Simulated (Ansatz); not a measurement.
**CH3GeNO: two geometries relaxed**

Aim: relax the geometries before and after the shift of H5 from Ge3 to C2, and see whether they are two minima and how far apart in energy. SMILES of the start: N#[C][GeH2][OH].

Program: Ansatz 0.2.0. Level of theory: RKS r2SCAN/def2-SVP. These are calculated values, not measurements.

### 1 The system as given

Bond lengths: N1–C2 1.204 Å, C2–Ge3 1.909 Å, Ge3–O4 1.865 Å, Ge3–H5 1.523 Å, Ge3–H6 1.569 Å, O4–H7 0.989 Å. Angles: N1–C2–Ge3 178.2°, C2–Ge3–O4 107.6°, C2–Ge3–H5 110.3°, C2–Ge3–H6 108.9°, O4–Ge3–H5 111.1°, O4–Ge3–H6 107.4°, H5–Ge3–H6 111.4°, Ge3–O4–H7 100.9°.

Coordinates:

```xyz
7

N     0.1271   -2.0856    1.9521
C    -0.0517   -1.1740    1.1866
Ge   -0.2880    0.2536   -0.0587
O     1.1781    0.2459   -1.2111
H    -1.5905    0.0743   -0.8274
H    -0.2648    1.6157    0.7193
H     0.9510    1.0021   -1.8064
```

### 2 End point A

The input, input.yaml:

```yaml
crystal:
  periodic: [false, false, false]
  atoms:
    - { symbol: "N", position_ang: [0.1271, -2.0856, 1.9521] }
    - { symbol: C, position_ang: [-0.0517, -1.174, 1.1866] }
    - { symbol: Ge, position_ang: [-0.288, 0.2536, -0.0587] }
    - { symbol: O, position_ang: [1.1781, 0.2459, -1.2111] }
    - { symbol: H, position_ang: [-1.5905, 0.0743, -0.8274] }
    - { symbol: H, position_ang: [-0.2648, 1.6157, 0.7193] }
    - { symbol: H, position_ang: [0.951, 1.0021, -1.8064] }
basis:
  gaussian: { orbitals: def2-SVP }
hamiltonian:
  xc: r2scan
relax:
  f_tol: 0.02
  max_steps: 50
output:
  orbitals: {}
```

Started as:

```sh
$ ansatz run input.yaml --threads 2 --pin off --max-ram 3072MiB --backend cpu --events-out ev --progress --plain --runs-dir out
```

Output, cut to the lines that bear on the results:

```text
Warning: RAYON_NUM_THREADS=2 ignored (pool sized by the plan → 2); use --threads N
[...]
Functional definition: r2SCAN
[...]
998 factors; their error is unknown
[...]
mean field -61127.18335679 eV, -2246.3825548692 hartree, gradient 2.3e-5 eV, S^2 0.000000; 0 other end points of the search recorded, 0 dependent functions left out
[...]
reference -61127.18336492 eV, -2246.3825551679 hartree; 28, 28 occupied and 61, 61 virtual orbitals, 998 factors
relax step   1: F+E_penalty+E_count = -61127.18335679 eV  Δ(F+E_penalty+E_count) = +0.000e0 eV  max|allowed force component| = 3.320e0 eV/Å  Δτ_max = 0.0000 Å  (26 SCF iters, accepted)
[...]
relax step   5: F+E_penalty+E_count = -61127.43258694 eV  Δ(F+E_penalty+E_count) = -3.735e-3 eV  max|allowed force component| = 5.988e-2 eV/Å  Δτ_max = 0.0381 Å  (28 SCF iters, accepted)
[...]
relax step   6: F+E_penalty+E_count = -61127.43275164 eV  Δ(F+E_penalty+E_count) = -1.647e-4 eV  max|allowed force component| = 4.308e-3 eV/Å  Δτ_max = 0.0080 Å  (30 SCF iters, accepted)
998 factors; their error is unknown
[...]
mean field -61127.43275164 eV, -2246.3917199607 hartree, gradient 1.8e-5 eV, S^2 0.000000; 1 other end points of the search recorded, 0 dependent functions left out
[...]
reference -61127.43275980 eV, -2246.3917202607 hartree; 28, 28 occupied and 61, 61 virtual orbitals, 998 factors
Total energy: -61127.43275980 eV, -2246.3917202607 hartree
Atom 0 at     0.143673    -2.037287     1.884047 Å, force     0.001452    -0.004308     0.003207 eV/Å
Atom 1 at    -0.002027    -1.156808     1.136620 Å, force    -0.002015     0.002519    -0.001838 eV/Å
Atom 2 at    -0.304960     0.313419    -0.061330 Å, force    -0.000963     0.001711    -0.000169 eV/Å
Atom 3 at     1.090047     0.230949    -1.153637 Å, force    -0.000153     0.001542    -0.001572 eV/Å
Atom 4 at    -1.627895     0.058114    -0.792354 Å, force     0.001915     0.000829     0.001400 eV/Å
Atom 5 at    -0.313414     1.601202     0.770044 Å, force    -0.000669    -0.001263    -0.001757 eV/Å
Atom 6 at     1.075775     0.922410    -1.828990 Å, force     0.000433    -0.001029     0.000729 eV/Å
Dipole moment:    -0.284868     0.797990    -0.550293 e Å
```

Wall time 10 s (2 threads of INTEL XEON PLATINUM 8581C at 2.10GHz (Emerald Rapids), shared host); peak memory 0.18 GiB.

Step by step:

| step | energy from step 1 (eV) | largest force component (eV/Å) |
| --- | --- | --- |
| 1 | 0.0000 | 3.3199 |
| 2 | -0.2008 | 1.0150 |
| 3 | -0.2385 | 0.3648 |
| 4 | -0.2455 | 0.2228 |
| 5 | -0.2492 | 0.0599 |
| 6 | -0.2494 | 0.0043 |

Step 1 is the start.

After: Bond lengths: N1–C2 1.164 Å, C2–Ge3 1.921 Å, Ge3–O4 1.774 Å, Ge3–H5 1.533 Å, Ge3–H6 1.533 Å, O4–H7 0.967 Å. Angles: N1–C2–Ge3 177.8°, C2–Ge3–O4 103.0°, C2–Ge3–H5 107.8°, C2–Ge3–H6 107.8°, O4–Ge3–H5 112.2°, O4–Ge3–H6 112.2°, H5–Ge3–H6 113.2°, Ge3–O4–H7 112.7°.

### 3 Relaxing end B

The second end starts from a geometry with the move made by hand.

input.yaml: that of step 2 with these lines changed.

```diff
@@ -7,3 +7,3 @@
     - { symbol: O, position_ang: [1.1781, 0.2459, -1.2111] }
-    - { symbol: H, position_ang: [-1.5905, 0.0743, -0.8274] }
+    - { symbol: H, position_ang: [-1.01951, -0.69641, 1.33943] }
     - { symbol: H, position_ang: [-0.2648, 1.6157, 0.7193] }
@@ -17,3 +17 @@
   max_steps: 50
-output:
-  orbitals: {}
```

Started as:

```sh
$ ansatz run input.yaml --threads 2 --pin off --max-ram 3072MiB --backend cpu --events-out ev --progress --plain --runs-dir out
```

Output, cut to the lines that bear on the results:

```text
Warning: RAYON_NUM_THREADS=2 ignored (pool sized by the plan → 2); use --threads N
[...]
[... 1 set-up line as earlier in the session ...]
[...]
998 factors; their error is unknown
[...]
mean field -61123.06267561 eV, -2246.2311226287 hartree, gradient 3.0e-5 eV, S^2 0.000000; 1 other end points of the search recorded, 0 dependent functions left out
[...]
reference -61123.06268351 eV, -2246.2311229189 hartree; 28, 28 occupied and 61, 61 virtual orbitals, 998 factors
relax step   1: F+E_penalty+E_count = -61123.06267561 eV  Δ(F+E_penalty+E_count) = +0.000e0 eV  max|allowed force component| = 4.285e0 eV/Å  Δτ_max = 0.0000 Å  (87 SCF iters, accepted)
[...]
relax step   4: F+E_penalty+E_count = -61124.61872018 eV  Δ(F+E_penalty+E_count) = -3.223e-1 eV  max|allowed force component| = 1.079e0 eV/Å  Δτ_max = 0.1949 Å  (39 SCF iters, accepted)
[...]
mean field -61127.43262941 eV, -2246.3917154689 hartree, gradient 1.8e-5 eV, S^2 0.000000; 1 other end points of the search recorded, 0 dependent functions left out
[...]
reference -61127.43263756 eV, -2246.3917157684 hartree; 28, 28 occupied and 61, 61 virtual orbitals, 998 factors
Total energy: -61127.43263756 eV, -2246.3917157684 hartree
Atom 0 at     0.675945    -1.947995     2.311403 Å, force    -0.000677     0.008675    -0.009631 eV/Å
Atom 1 at     0.349223    -1.154876     1.524194 Å, force    -0.000400     0.001248    -0.006693 eV/Å
Atom 2 at    -0.252862     0.171340     0.270918 Å, force    -0.002006     0.000496     0.004130 eV/Å
Atom 3 at     0.940355     0.065022    -1.037388 Å, force     0.000097    -0.008622     0.013418 eV/Å
Atom 4 at    -1.657233    -0.229779    -0.194254 Å, force     0.003306    -0.000236     0.001983 eV/Å
Atom 5 at    -0.216509     1.532800     0.974633 Å, force    -0.000429    -0.002856     0.000951 eV/Å
Atom 6 at     0.793270     0.724779    -1.728276 Å, force     0.000108     0.001295    -0.004159 eV/Å
Dipole moment:    -0.417180     0.734815    -0.550844 e Å
```

It took 25 s on 2 threads of INTEL XEON PLATINUM 8581C at 2.10GHz (Emerald Rapids), shared host; peak memory 0.2 GiB.

Step by step:

| step | energy from step 1 (eV) | largest force component (eV/Å) |
| --- | --- | --- |
| 1 | 0.0000 | 4.2853 |
| 2 | -0.7939 | 1.8865 |
| 3 | -1.2337 | 1.3250 |
| 4 | -1.5560 | 1.0788 |
| 5 | -1.9239 | 1.1127 |
| 6 | -2.4512 | 1.5398 |
| 7 | -2.9790 | 2.0924 |
| 8 | -3.6530 | 1.6385 |
| 9 | -4.0534 | 0.7866 |
| 10 | -4.2331 | 0.3660 |
| 11 | -4.3414 | 1.0136 |
| 12x | -4.2523 | 1.8918 |
| 13 | -4.3689 | 0.1573 |
| 14 | -4.3700 | 0.0134 |

Step 1 is the start. 1 step was tried and not accepted (marked x).

After: Bond lengths: N1–C2 1.164 Å, C2–Ge3 1.921 Å, Ge3–O4 1.774 Å, Ge3–H5 1.533 Å, Ge3–H6 1.533 Å, O4–H7 0.967 Å. Angles: N1–C2–Ge3 177.6°, C2–Ge3–O4 103.2°, C2–Ge3–H5 107.7°, C2–Ge3–H6 107.8°, O4–Ge3–H5 112.1°, O4–Ge3–H6 112.1°, H5–Ge3–H6 113.2°, Ge3–O4–H7 112.6°.

Pairs that crossed the distance rule for bonds on the way: came closer Ge3–H5; moved apart C2–H5.

### 4 Outcome

```
                           quantity                     value
                              end A   5 moves, 0.249 eV lower
                              end B  12 moves, 4.370 eV lower
largest difference between the ends                    0.03 Å
            end B relative to end A                 +0.000 eV
```

Both starts fell into the same minimum (no atom differs by more than 0.03 Å), so from this start no second minimum was found and no band was run; another arrangement could still be one.
